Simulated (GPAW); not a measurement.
# ZnGaP (P-6m2) in GPAW: a series of runs, part 3 of 3

GPAW 26.7.0.

### Step 5. Relaxation of cell and atoms, PBE, target pressure 2 GPa, at which the enthalpy is minimised

Contents of run.py:

```python
from ase.filters import FrechetCellFilter
from ase.io import read, write
from ase.optimize import BFGS
from ase.units import GPa
from gpaw import GPAW, PW

atoms = read('ZnGaP.xyz')

calc = GPAW(mode=PW(600),
            xc='PBE',
            kpts={'size': (8, 8, 6), 'gamma': True},
            occupations={'name': 'fermi-dirac', 'width': 0.05},
            nbands=20,
            convergence={'density': 1e-05, 'forces': 0.0001},
            maxiter=150,
            txt='gpaw.txt')
atoms.calc = calc
opt = BFGS(FrechetCellFilter(atoms, scalar_pressure=2 * GPa), trajectory='relax.traj', logfile='-')
done = opt.run(fmax=0.02, steps=60)
calc.write('gs.gpw')
write('result.traj', atoms)
print('Converged:', done)
print('Cell:', atoms.cell.cellpar().round(4))
print('Volume:', round(atoms.get_volume(), 4))
print(atoms.get_scaled_positions().round(5))
```

Contents of ZnGaP.xyz:

```xyz
3
Lattice="4.0159417060 0.0000000000 0.0000000000 -2.0079708530 3.4779075375 0.0000000000 0.0000000000 0.0000000000 4.4042000000" Properties=species:S:1:pos:R:3 pbc="T T T"
Zn     0.0000000000      0.0000000000      2.2021000000
Ga     2.0079708532      1.1593025124      0.0000000000
P     -0.0000000002      2.3186050251      2.2021000000
```

Potentials or basis: GPAW PAW data sets (gpaw-data 1.2.1), pw.

On the command line:

```
OMP_NUM_THREADS=1 python run.py
```

gpaw.txt:

```text
__  _  _
 | _ |_)|_||  |
 |__||  | ||/\| - 26.7.0

Input parameters:
  mode=PW(ecut=600.0),
  convergence={'density': 1e-05, 'forces': 0.0001},
  kpts=MonkhorstPack(size=(8, 8, 6), gamma=True),
  maxiter=150,
  nbands=20,
  occupations=Occupations(name='fermi-dirac', width=0.05),
  xc=XC(name='PBE')

Diagonalizing LCAO Hamiltonian
Converting LCAO to pw mode

         P
       Zn

             Ga

Atoms  # Å, Bohr magnetons
|   | symbol |         x |        y |        z |    initial magnetic moments |
|---|--------|-----------|----------|----------|-----------------------------|
| 0 |     Zn |  0.000000 | 0.000000 | 2.202100 | ( 0.0000,  0.0000,  0.0000) |
| 1 |     Ga |  2.007971 | 1.159303 | 0.000000 | ( 0.0000,  0.0000,  0.0000) |
| 2 |      P | -0.000000 | 2.318605 | 2.202100 | ( 0.0000,  0.0000,  0.0000) |

Unit cell  # Å
| periodic |         x |        y |        z |  lengths |     angles |
|----------|-----------|----------|----------|----------|------------|
|      yes |  4.015942 | 0.000000 | 0.000000 | 4.015942 |  90.000000 |
|      yes | -2.007971 | 3.477908 | 0.000000 | 4.015942 |  90.000000 |
|      yes |  0.000000 | 0.000000 | 4.404200 | 4.404200 | 120.000000 |

Number of symmetries: 12
Symmetry operations  # r_c * U_cc + t_c -> r_c
|    | kind |            matrix            |
|----|------|------------------------------|
|  0 |  σ   |  1, 1, 0,  0,-1, 0,  0, 0, 1 |
|  1 |  C2  |  1, 1, 0,  0,-1, 0,  0, 0,-1 |
|  2 |  E   |  1, 0, 0,  0, 1, 0,  0, 0, 1 |
|  3 |  σ   |  1, 0, 0,  0, 1, 0,  0, 0,-1 |
|  4 |  C3  |  0, 1, 0, -1,-1, 0,  0, 0, 1 |
|  5 |  S3  |  0, 1, 0, -1,-1, 0,  0, 0,-1 |
|  6 |  σ   |  0,-1, 0, -1, 0, 0,  0, 0, 1 |
|  7 |  C2  |  0,-1, 0, -1, 0, 0,  0, 0,-1 |
|  8 |  σ   | -1, 0, 0,  1, 1, 0,  0, 0, 1 |
[... 218 lines left out ...]
No gap
No difference between direct/indirect transitions

Stress tensor  # eV/Ang^3
|         x |         y |        z |
|-----------|-----------|----------|
| -0.000034 |  0.000000 | 0.000000 |
| -0.000000 | -0.000034 | 0.000000 |
|  0.000000 |  0.000000 | 0.002199 |

Forces  # eV/Ang
|        x |        y |       z |
|----------|----------|---------|
|  0.00000 |  0.00000 | 0.00000 |  # Zn   0
| -0.00000 | -0.00000 | 0.00000 |  # Ga   1
| -0.00000 |  0.00000 | 0.00000 |  # P    2

Interpolating wave functions to new cell
[... 6 lines left out ...]
Atoms  # Å, Bohr magnetons
|   | symbol |         x |        y |        z |    initial magnetic moments |
|---|--------|-----------|----------|----------|-----------------------------|
| 0 |     Zn |  0.000000 | 0.000000 | 2.198945 | ( 0.0000,  0.0000,  0.0000) |
| 1 |     Ga |  2.005532 | 1.157894 | 0.000000 | ( 0.0000,  0.0000,  0.0000) |
| 2 |      P | -0.000000 | 2.315788 | 2.198945 | ( 0.0000,  0.0000,  0.0000) |

Unit cell  # Å
| periodic |         x |        y |        z |  lengths |     angles |
|----------|-----------|----------|----------|----------|------------|
|      yes |  4.011063 | 0.000000 | 0.000000 | 4.011063 |  90.000000 |
|      yes | -2.005532 | 3.473683 | 0.000000 | 4.011063 |  90.000000 |
|      yes |  0.000000 | 0.000000 | 4.397891 | 4.397891 | 120.000000 |

Number of symmetries: 12
Symmetry operations  # r_c * U_cc + t_c -> r_c
|    | kind |            matrix            |
|----|------|------------------------------|
|  0 |  σ   |  1, 1, 0,  0,-1, 0,  0, 0, 1 |
|  1 |  C2  |  1, 1, 0,  0,-1, 0,  0, 0,-1 |
|  2 |  E   |  1, 0, 0,  0, 1, 0,  0, 0, 1 |
[... 249 lines left out ...]
| 0 |     Zn |  0.000000 | 0.000000 | 2.167134 | ( 0.0000,  0.0000,  0.0000) |
| 1 |     Ga |  1.982954 | 1.144859 | 0.000000 | ( 0.0000,  0.0000,  0.0000) |
| 2 |      P | -0.000000 | 2.289718 | 2.167134 | ( 0.0000,  0.0000,  0.0000) |

Unit cell  # Å
| periodic |         x |        y |         z |  lengths |     angles |
|----------|-----------|----------|-----------|----------|------------|
|      yes |  3.965907 | 0.000000 | -0.000000 | 3.965907 |  90.000000 |
|      yes | -1.982954 | 3.434576 |  0.000000 | 3.965907 |  90.000000 |
|      yes |  0.000000 | 0.000000 |  4.334268 | 4.334268 | 120.000000 |

Number of symmetries: 12
Symmetry operations  # r_c * U_cc + t_c -> r_c
|    | kind |            matrix            |
|----|------|------------------------------|
|  0 |  σ   |  1, 1, 0,  0,-1, 0,  0, 0, 1 |
|  1 |  C2  |  1, 1, 0,  0,-1, 0,  0, 0,-1 |
|  2 |  E   |  1, 0, 0,  0, 1, 0,  0, 0, 1 |
|  3 |  σ   |  1, 0, 0,  0, 1, 0,  0, 0,-1 |
|  4 |  C3  |  0, 1, 0, -1,-1, 0,  0, 0, 1 |
|  5 |  S3  |  0, 1, 0, -1,-1, 0,  0, 0,-1 |
|  6 |  σ   |  0,-1, 0, -1, 0, 0,  0, 0, 1 |
|  7 |  C2  |  0,-1, 0, -1, 0, 0,  0, 0,-1 |
|  8 |  σ   | -1, 0, 0,  1, 1, 0,  0, 0, 1 |
[... 221 lines left out ...]
Stress tensor  # eV/Ang^3
|         x |         y |         z |
|-----------|-----------|-----------|
| -0.017125 | -0.000000 |  0.000000 |
| -0.000000 | -0.017125 |  0.000000 |
|  0.000000 |  0.000000 | -0.005095 |

Forces  # eV/Ang
|        x |        y |       z |
|----------|----------|---------|
|  0.00000 |  0.00000 | 0.00000 |  # Zn   0
| -0.00000 | -0.00000 | 0.00000 |  # Ga   1
|  0.00000 |  0.00000 | 0.00000 |  # P    2

Interpolating wave functions to new cell
[... 6 lines left out ...]
Atoms  # Å, Bohr magnetons
|   | symbol |         x |        y |        z |    initial magnetic moments |
|---|--------|-----------|----------|----------|-----------------------------|
| 0 |     Zn |  0.000000 | 0.000000 | 2.164885 | ( 0.0000,  0.0000,  0.0000) |
| 1 |     Ga |  1.983259 | 1.145035 | 0.000000 | ( 0.0000,  0.0000,  0.0000) |
| 2 |      P | -0.000000 | 2.290070 | 2.164885 | ( 0.0000,  0.0000,  0.0000) |

Unit cell  # Å
| periodic |         x |        y |         z |  lengths |     angles |
|----------|-----------|----------|-----------|----------|------------|
|      yes |  3.966517 | 0.000000 | -0.000000 | 3.966517 |  90.000000 |
|      yes | -1.983259 | 3.435105 |  0.000000 | 3.966517 |  90.000000 |
|      yes |  0.000000 | 0.000000 |  4.329770 | 4.329770 | 120.000000 |

Number of symmetries: 12
Symmetry operations  # r_c * U_cc + t_c -> r_c
|    | kind |            matrix            |
|----|------|------------------------------|
|  0 |  σ   |  1, 1, 0,  0,-1, 0,  0, 0, 1 |
|  1 |  C2  |  1, 1, 0,  0,-1, 0,  0, 0,-1 |
|  2 |  E   |  1, 0, 0,  0, 1, 0,  0, 0, 1 |
|  3 |  σ   |  1, 0, 0,  0, 1, 0,  0, 0,-1 |
|  4 |  C3  |  0, 1, 0, -1,-1, 0,  0, 0, 1 |
|  5 |  S3  |  0, 1, 0, -1,-1, 0,  0, 0,-1 |
|  6 |  σ   |  0,-1, 0, -1, 0, 0,  0, 0, 1 |
|  7 |  C2  |  0,-1, 0, -1, 0, 0,  0, 0,-1 |
|  8 |  σ   | -1, 0, 0,  1, 1, 0,  0, 0, 1 |
[... 219 lines left out ...]
Stress tensor  # eV/Ang^3
|         x |         y |         z |
|-----------|-----------|-----------|
| -0.017027 |  0.000000 |  0.000000 |
|  0.000000 | -0.017027 |  0.000000 |
|  0.000000 |  0.000000 | -0.005430 |

Forces  # eV/Ang
|        x |       y |       z |
|----------|---------|---------|
| -0.00000 | 0.00000 | 0.00000 |  # Zn   0
|  0.00000 | 0.00000 | 0.00000 |  # Ga   1
|  0.00000 | 0.00000 | 0.00000 |  # P    2

Interpolating wave functions to new cell

         P
       Zn

             Ga

Atoms  # Å, Bohr magnetons
|   | symbol |         x |         y |        z |    initial magnetic moments |
|---|--------|-----------|-----------|----------|-----------------------------|
| 0 |     Zn | -0.000000 | -0.000000 | 2.116529 | ( 0.0000,  0.0000,  0.0000) |
| 1 |     Ga |  1.993392 |  1.150885 | 0.000000 | ( 0.0000,  0.0000,  0.0000) |
| 2 |      P | -0.000000 |  2.301770 | 2.116529 | ( 0.0000,  0.0000,  0.0000) |

Unit cell  # Å
| periodic |         x |         y |         z |  lengths |     angles |
|----------|-----------|-----------|-----------|----------|------------|
|      yes |  3.986783 | -0.000000 |  0.000000 | 3.986783 |  90.000000 |
|      yes | -1.993392 |  3.452656 | -0.000000 | 3.986783 |  90.000000 |
|      yes |  0.000000 | -0.000000 |  4.233057 | 4.233057 | 120.000000 |

Number of symmetries: 12
Symmetry operations  # r_c * U_cc + t_c -> r_c
|    | kind |            matrix            |
|----|------|------------------------------|
|  0 |  σ   |  1, 1, 0,  0,-1, 0,  0, 0, 1 |
|  1 |  C2  |  1, 1, 0,  0,-1, 0,  0, 0,-1 |
|  2 |  E   |  1, 0, 0,  0, 1, 0,  0, 0, 1 |
|  3 |  σ   |  1, 0, 0,  0, 1, 0,  0, 0,-1 |
|  4 |  C3  |  0, 1, 0, -1,-1, 0,  0, 0, 1 |
|  5 |  S3  |  0, 1, 0, -1,-1, 0,  0, 0,-1 |
|  6 |  σ   |  0,-1, 0, -1, 0, 0,  0, 0, 1 |
|  7 |  C2  |  0,-1, 0, -1, 0, 0,  0, 0,-1 |
|  8 |  σ   | -1, 0, 0,  1, 1, 0,  0, 0, 1 |
[... 220 lines left out ...]
Stress tensor  # eV/Ang^3
|         x |         y |         z |
|-----------|-----------|-----------|
| -0.012877 |  0.000000 |  0.000000 |
|  0.000000 | -0.012877 |  0.000000 |
|  0.000000 |  0.000000 | -0.012558 |

Forces  # eV/Ang
|        x |       y |       z |
|----------|---------|---------|
| -0.00000 | 0.00000 | 0.00000 |  # Zn   0
|  0.00000 | 0.00000 | 0.00000 |  # Ga   1
|  0.00000 | 0.00000 | 0.00000 |  # P    2

# Writing to gs.gpw (mode='')
```

Run time: 2.5 min. Hardware: 1 thread of Arm Neoverse V1, shared host; peak memory 0.26 GiB.

Results:

| Quantity | Value |
| --- | --- |
| Free energy | -9.3112 eV |
| Relaxed volume | 19.42 Å³/atom |
| Relaxed cell | a = 3.987 Å, b = 3.987 Å, c = 4.233 Å, α = 90.00°, β = 90.00°, γ = 120.00° |
| Space group after relaxing (to 0.05 Å) | P-6m2 (No. 187) |
| Energy change on relaxing (the enthalpy is what falls) | +5.9 meV/atom |
| Ionic steps | 5 |
| Pressure after relaxing | 2.0 GPa |
| Band gap on the k mesh | none (metal or under the smearing width) |

Step by step:
```tsv
step	energy change (eV)	largest force (eV/Å)	pressure (GPa)	volume (Å³)
1	0.0000	0.0000	-0.11	61.51
2	0.0001	0.0000	0.09	61.28
3	0.0148	0.0000	2.10	59.04
4	0.0148	0.0000	2.11	58.99
5	0.0176	0.0000	2.05	58.27
```

Final structure:
```
Zn Ga P
1.0
     3.98678    0.00000    0.00000
    -1.99339    3.45266    0.00000
     0.00000    0.00000    4.23306
Zn Ga P
1 1 1
Direct
  0.00000 0.00000 0.50000
  0.66667 0.33333 0.00000
  0.33333 0.66667 0.50000
```

Levels at points of the mesh, in eV from the Fermi level:
| k point | band 7 | band 8 | band 9 | band 10 | band 11 | band 12 | band 13 | band 14 |
| --- | --- | --- | --- | --- | --- | --- | --- | --- |
| (0.00, 0.00, 0.00) | -3.74 | -2.95 | -0.79 | -0.79 | 2.10 | 2.28 | 2.28 | 5.56 |
| (0.00, 0.00, 0.50) | -7.19 | -0.56 | -0.56 | 0.96 | 1.72 | 4.11 | 4.11 | 4.33 |
| (0.50, 0.50, 0.00) | -6.83 | -2.88 | -2.45 | -0.80 | 1.57 | 1.67 | 2.74 | 4.99 |
| (0.50, 0.50, 0.50) | -5.79 | -4.68 | -3.49 | -2.27 | 0.98 | 1.96 | 2.47 | 7.27 |

Caveat: the data sets keep Ga 3d, Li 1s and Be 1s frozen, and some such compounds lay over 1.5 % in volume off other programs; later steps reuse the first step's grids.

### Step 6. Overview

```csv
level,potentials or basis,cell,target pressure,gap on the mesh (eV),pressure (GPa),relaxed volume (Å³/atom)
PBEsol,"PAW data sets generated in the run's folder for this functional, pw",relaxed,-,none,0.0,18.96
PBEsol+D3(BJ),"PAW data sets generated in the run's folder for this functional, pw",relaxed,-,none,0.0,17.90
PBE,"GPAW PAW data sets (gpaw-data 1.2.1), pw",relaxed,-,none,0.1,20.36
PBE,"GPAW PAW data sets (gpaw-data 1.2.1), pw",relaxed to 2 GPa,2 GPa,none,2.0,-
```

Alike in all rows: task relaxation of cell and atoms; no spin polarisation; k mesh 8 × 8 × 6; cutoff (eV) 600; smearing fermi-dirac 0.05 eV.

Caveats: the data sets keep Ga 3d, Li 1s and Be 1s frozen, and some such compounds lay over 1.5 % in volume off other programs; later steps reuse the first step's grids; pairwise dispersion overbinds metals, which lowers pressure and volume (some runs).

Total energies depend on the potentials used, so only differences within one code and one set of settings carry meaning.
